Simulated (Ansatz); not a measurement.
Here is an Ansatz 0.2.0 calculation.

Contents of input.yaml:

```yaml
crystal:
  lattice:
    - [2.77081, 0.0, 0.0]
    - [-1.3854, 2.39959, 0.0]
    - [0.0, 0.0, 22.01991]
  atoms:
    - { symbol: Ni, position: [0.33333, 0.66667, 0.85081], spin: 1.0 }
    - { symbol: Ni, position: [0.66667, 0.33333, 0.14919], spin: 1.0 }
    - { symbol: Mo, position: [0.66667, 0.33333, 0.76059], spin: 1.0 }
    - { symbol: Mo, position: [0.33333, 0.66667, 0.23941], spin: 1.0 }
    - { symbol: Pd, position: [0.33333, 0.66667, 0.05329] }
    - { symbol: Pd, position: [0.66667, 0.33333, 0.94671] }
    - { symbol: Ir, position: [0.33333, 0.66667, 0.65826], spin: 0.6 }
    - { symbol: Ir, position: [0.66667, 0.33333, 0.34174], spin: 0.6 }
    - { symbol: W, position: [0.33333, 0.66667, 0.44418] }
    - { symbol: W, position: [0.66667, 0.33333, 0.55582] }
hamiltonian:
  xc: pbe
  pseudopotentials: { kind: paw }
  dispersion: d4
magnetization:
  spin_polarized: true
kpoints:
  mp_grid: { grid: [8, 8, 1] }
scf:
  occupations: { method: fermi_dirac, width: 0.05 }
output:
  forces: true
  stress: true
  eigenvalues: true
relax:
  f_tol: 0.01
  max_steps: 40
  cell: { stress_tol: 0.05 }
```

Potentials or basis: Ansatz PAW.

The run is started by

```console
$ ansatz run input.yaml --threads 8 --pin off --max-ram 20480MiB --backend cpu --events-out ev --progress --plain --runs-dir out
```

(1) Predict the space group after relaxing (to 0.05 Å).

(2) Estimate the relaxed volume.

## Answers

(1) P-3m1 (No. 164).

(2) 14.31 Å³/atom.

Caveat: pairwise dispersion overbinds metals, which lowers pressure and volume; the starting moments weren't kept.
